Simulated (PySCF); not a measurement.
# GaB: bond curves at several levels of theory

An exercise on one series of results from a longer session: the logs are not shown, and one member is left open.

The runs use PySCF 2.14.0; Ga aug-cc-pVDZ-PP with ECP10, B aug-cc-pVDZ, scalar-relativistic core potentials.

1 further run of the same task is left out (it didn't finish).

The first run:

Settings of the job:

```json
{
  "atoms": "Ga, B",
  "charge": "0",
  "basis": "Ga aug-cc-pVDZ-PP with ECP10, B aug-cc-pVDZ",
  "Hamiltonian": "scalar-relativistic core potentials",
  "basis functions": "55",
  "electrons treated": "26",
  "masses in u": "68.9256, 11.0093",
  "levels": "PBE0, PBE, r²SCAN, TPSSh, MN15, M06, CAM-B3LYP, HF, MP2, SCS-MP2",
  "grid": "80 radial by 434 angular points",
  "occupations": "held fixed by the projection of orbital angular momentum",
  "dissociation limit": "Ga + B, each in its ground configuration",
  "starting distance in angstrom": "2.020",
  "values of 2S to try": "0, 2"
}
```

Started as:

```
$ OMP_NUM_THREADS=1 python dia.py task.json out
```

Among the steps run: Set-up; The PBE0 curve of the state that the search chose; Other states along the same grid; PBE; r²SCAN (meta-GGA); TPSSh; MN15 (hybrid meta-GGA); M06; CAM-B3LYP (range-separated hybrid); UHF (mean field).

One of the session's tables, all rows but one given; the rest of the session is left out.

Energy (eV) from each level's lowest point:

| R (Å) | UHF | UHF-MP2 | UHF-SCS-MP2 | PBE | r²SCAN |
| --- | --- | --- | --- | --- | --- |
| 1.937 | 0.520 | 0.497 | 0.511 | 0.493 | 0.444 |
| 2.027 | 0.235 | 0.222 | 0.231 | 0.231 | 0.194 |
| 2.117 | 0.076 | 0.070 | 0.074 | 0.081 | 0.059 |
| 2.184 | 0.018 | 0.015 | 0.017 | 0.023 | 0.012 |
| 2.252 | 0.000 | 0.000 | 0.000 | 0.000 | 0.000 |
| 2.320 | ? | ? | ? | ? | ? |
| 2.410 | 0.063 | 0.073 | 0.069 | 0.040 | 0.067 |
| 2.522 | 0.163 | 0.186 | 0.180 | 0.120 | 0.165 |
| 2.657 | 0.313 | 0.363 | 0.352 | 0.247 | 0.312 |
| 2.837 | 0.520 | 0.630 | 0.606 | 0.439 | 0.527 |

Estimate the missing values for R (Å) = 2.320.

Worked estimate for «UHF». A straight line through the neighbours (2.252, 0.000) and (2.410, 0.063) gives 0.000 + (0.063 − 0.000) × (2.320 − 2.252) / (2.410 − 2.252) = 0.027; a parabola fitted to 4 rows on both sides gives 0.015.

As computed: UHF: 0.012; UHF-MP2: 0.016; UHF-SCS-MP2: 0.014; PBE: 0.004; r²SCAN: 0.016. In «UHF» the line misses by +0.015 and the parabola by +0.003.
